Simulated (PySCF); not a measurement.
# FH7OSi3: electronic excitations and core binding energies

What electronic excitations and core binding energies should FH7OSi3 (`F[SiH2][SiH2]O[SiH3]`) show?

The runs use PySCF 2.14.0, with density-fitted response routines of our own; the level of theory stands in each step. All values are computed, except where a source is named. Atoms are numbered from 0 throughout.

### Step 1. Starting geometry

12 atoms, charge 0, multiplicity 1; geometry from: GFN2-xTB.

Bonds of the start (Å): F0–Si1 1.62, Si1–Si2 2.29, Si2–O3 1.63, O3–Si4 1.62, Si1–H5 1.47, Si1–H6 1.46, Si2–H7 1.47, Si2–H8 1.47, Si4–H9 1.46, Si4–H10 1.46, Si4–H11 1.46.

### Step 2. TDDFT and polarisability: CAM-B3LYP/def2-SVPD

Job settings and geometry (Å):

```
{"job": {"kind": "uv", "xc": "CAM-B3LYP", "basis": "def2-SVPD", "nstates": 8, "ntriplets": 3}, "charge": 0, "multiplicity": 1}
F     -3.152630    -1.657316     0.466011
Si    -2.227279    -0.345822     0.243709
Si    -0.052930    -1.065325     0.360269
O      0.815027     0.271257     0.041327
Si     2.085832     1.235219    -0.230503
H     -2.714864     0.556536     1.289834
H     -2.716705     0.165389    -1.038840
H      0.403661    -1.557734     1.668922
H      0.352481    -2.074208    -0.630400
H      1.499057     2.421891    -0.847848
H      3.009586     0.533949    -1.119151
H      2.699962     1.515477     1.064802
```

With the program's defaults for keys left out, this is: TDDFT CAM-B3LYP/def2-SVPD, vertical, gas phase, core orbitals frozen in the response.

Started as:

```console
$ OMP_NUM_THREADS=1 python probes_run.py task.json out
```

One launch serves the whole session: the jobs run in the order shown.

**Question.** This job is followed by: delta-SCF UKS SCAN, pcX-2 on the ionised atom, pcseg-1 elsewhere, spin-free X2C. Predict these results of the whole session: lowest singlet (CAM-B3LYP/def2-SVPD); brightest single state of those computed; lowest triplet; surface potential, 1st and 99th percentile; Si1s binding energies, SCAN/pcX-2; Si2p binding energies, SCAN/pcX-2; F1s binding energies, SCAN/pcX-2; O1s binding energies, SCAN/pcX-2.

The runs gave:

```
                                quantity                                     value
    lowest singlet (CAM-B3LYP/def2-SVPD)               5.91 eV (210 nm), f = 0.030
brightest single state of those computed               state 8, 8.20 eV, f = 0.048
                          lowest triplet                                   5.25 eV
   surface potential, 1st and 99th percentile                        -1.14 V and 1.74 V
       Si1s binding energies, SCAN/pcX-2  Si4 1847.45, Si1 1847.43, Si2 1847.19 eV
       Si2p binding energies, SCAN/pcX-2     Si1 107.87, Si4 107.79, Si2 107.57 eV
        F1s binding energies, SCAN/pcX-2                              F0 691.95 eV
        O1s binding energies, SCAN/pcX-2                              O3 537.96 eV
```

In words: The first singlet state (HOMO→LUMO 0.95) lies at 5.91 eV and is weak; of the 8 states computed, the strongest absorption comes from state 8 at 8.20 eV (the last computed, so partners may be missing). The lowest triplet lies 0.66 eV below the lowest singlet (triplets in Tamm-Dancoff, singlets in full TDDFT). The Si1s levels kept as sound span 0.27 eV, from Si2 (silicon bonded to O, Si, 2 H) up to Si4 (silicon bonded to O, 3 H). The Si2p levels kept as sound span 0.29 eV, from Si2 (silicon bonded to O, Si, 2 H) up to Si1 (silicon bonded to F, Si, 2 H).
